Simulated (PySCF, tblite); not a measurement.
**C₅H₁₅O₂PSi: infrared bands and NMR shifts**

Wanted: the infrared bands and NMR shifts of C₅H₁₅O₂PSi (`C[Si](C)(C)C[P@](C)(=O)O`), by calculation.

Computed with tblite 0.8.0 and PySCF 2.14.0, with density-fitted response routines of our own, on a single molecule in the gas phase. Atoms count from 0, in the outputs and in this text.

## 1. Starting geometry

24 atoms, charge 0, multiplicity 1; geometry from: GFN2-xTB.

Bonds of the start (Å): C0–Si1 1.91, Si1–C2 1.90, Si1–C3 1.91, Si1–C4 1.91, C4–P5 1.81, P5–C6 1.83, P5–O7 1.47, P5–O8 1.62, C0–H9 1.09, C0–H10 1.09, C0–H11 1.09, C2–H12 1.09, C2–H13 1.09, C2–H14 1.09, C3–H15 1.08, C3–H16 1.09, C3–H17 1.08, C4–H18 1.09, C4–H19 1.09, C6–H20 1.09, C6–H21 1.09, C6–H22 1.09, O8–H23 0.96.

## 2. Infrared spectrum with GFN2-xTB

What the job is given:

```
{"job": {"kind": "ir", "xc": "GFN2-xTB", "basis": "xTB"}, "charge": 0, "multiplicity": 1}
C     -1.636331     0.273115     1.455065
Si    -1.161590    -0.028052    -0.365436
C     -1.323896    -1.873333    -0.800496
C     -2.254889     1.042376    -1.504530
C      0.650691     0.500460    -0.672115
P      1.697801    -0.141193     0.663055
C      3.433173     0.151482     0.144440
O      1.425047    -1.507398     1.132337
O      1.507604     0.927638     1.863728
H     -1.342289     1.263810     1.790463
H     -1.145149    -0.457223     2.091078
H     -2.707300     0.176982     1.608334
H     -2.298227    -2.263175    -0.521579
H     -1.190003    -2.052925    -1.863818
H     -0.569565    -2.444709    -0.267992
H     -3.290920     0.735027    -1.423295
H     -2.205041     2.094838    -1.245557
H     -1.967293     0.945387    -2.546140
H      1.020326     0.077345    -1.603614
H      0.779418     1.578527    -0.708703
H      4.088554    -0.185250     0.944225
H      3.638510    -0.432789    -0.747774
H      3.602602     1.205106    -0.052975
H      1.237030     0.433716     2.638854
```

**Question.** This job is followed by: GIAO PBE0/pcSseg-1 NMR shielding, non-relativistic, gas phase. What will the session give for the following? strongest single infrared mode (GFN2-xTB); zero-point energy (GFN2-xTB); 13C shifts against TMS (PBE0/pcSseg-1, means over atoms taken as alike); 1H shifts against TMS (PBE0/pcSseg-1, means over atoms taken as alike); 29Si shifts against TMS (PBE0/pcSseg-1); 31P shifts against H3PO4 (PBE0/pcSseg-1); 17O shifts against H2O (PBE0/pcSseg-1).

**Answer**, as computed:

| quantity | value |
| --- | --- |
| strongest single infrared mode (GFN2-xTB) | 863 cm⁻¹, 470 km/mol |
| zero-point energy (GFN2-xTB) | 121.2 kcal/mol |
| 13C shifts against TMS (PBE0/pcSseg-1, means over atoms taken as alike) | 24.1, 24.0, 0.4 ppm |
| 1H shifts against TMS (PBE0/pcSseg-1, means over atoms taken as alike) | 2.07, 1.34, 0.92, 0.79, 0.23 ppm |
| 29Si shifts against TMS (PBE0/pcSseg-1) | -1.6 ppm |
| 31P shifts against H3PO4 (PBE0/pcSseg-1) | 40.8 ppm |
| 17O shifts against H2O (PBE0/pcSseg-1) | 163.1, 123.5 ppm |

**Reading.** All 66 modes are real, so the xTB geometry is a minimum. The strongest single mode, at 863 cm⁻¹, is spread over many atoms; the largest shares are those of Si1, P5. Unscaled tight-binding wavenumbers are off by several per cent, some by more. Its intensities can rank the bands wrongly. At PBE0/pcSseg-1: The widest tensor belongs to P5: span 185 ppm, with a paramagnetic part of -690 ppm.
